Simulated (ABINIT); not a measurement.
Crystal: MnAs.

```
As Mn
1.0
     3.71000    0.00000    0.00000
    -1.85500    3.21295    0.00000
     0.00000    0.00000    5.69100
As Mn
2 2
Direct
  0.66667 0.33333 0.75000
  0.33333 0.66667 0.25000
  0.00000 0.00000 0.50000
  0.00000 0.00000 0.00000
```

* Program: ABINIT 10.8.3 (patched build)
* Task: relaxation of cell and atoms
* Functional: PBE
* Potentials or basis: JTH PAW PBE v2.0
* Cutoff: 707 eV
* k mesh: 6 × 6 × 4
* Occupations: fermi-dirac, width 0.05 eV
* Spin: collinear spin, ferromagnetic start
* Starting moments: [0.0, 0.0, 4.0, 4.0] μB

At the start: pressure -3.4 GPa; volume 16.96 Å³/atom.

Task: How do energy, volume and symmetry change on relaxing?

Result: Over 9 steps the energy falls by 11.1 meV/atom and the volume is 16.09 Å³/atom (-5.1 %); space group P6_3/mmc (No. 194, to 0.05 Å); moment 5.89 μB per cell.

The path:
```tsv
step	energy change (eV)	largest force (eV/Å)	pressure (GPa)	volume (Å³)
1	0.0000	0.0000	-3.41	67.84
2	-0.0151	0.0000	-2.80	67.13
3	-0.0438	0.0000	0.35	64.06
4	-0.0441	0.0000	-0.01	64.33
5	-0.0441	0.0000	0.03	64.30
6	-0.0443	0.0000	0.11	64.27
7	-0.0444	0.0000	0.06	64.32
8	-0.0444	0.0000	0.01	64.37
9	-0.0444	0.0000	0.00	64.37
```

Final structure:
```
As Mn
1.0
     3.66861    0.00000    0.00000
    -1.83431    3.17711    0.00000
     0.00000    0.00000    5.52287
As Mn
2 2
Cartesian
  1.8343 1.0590 4.1421
  0.0000 2.1181 1.3807
  0.0000 0.0000 2.7614
  0.0000 0.0000 0.0000
```

Caveat: only a ferromagnetic start was run, and an antiferromagnetic order may lie lower in energy.
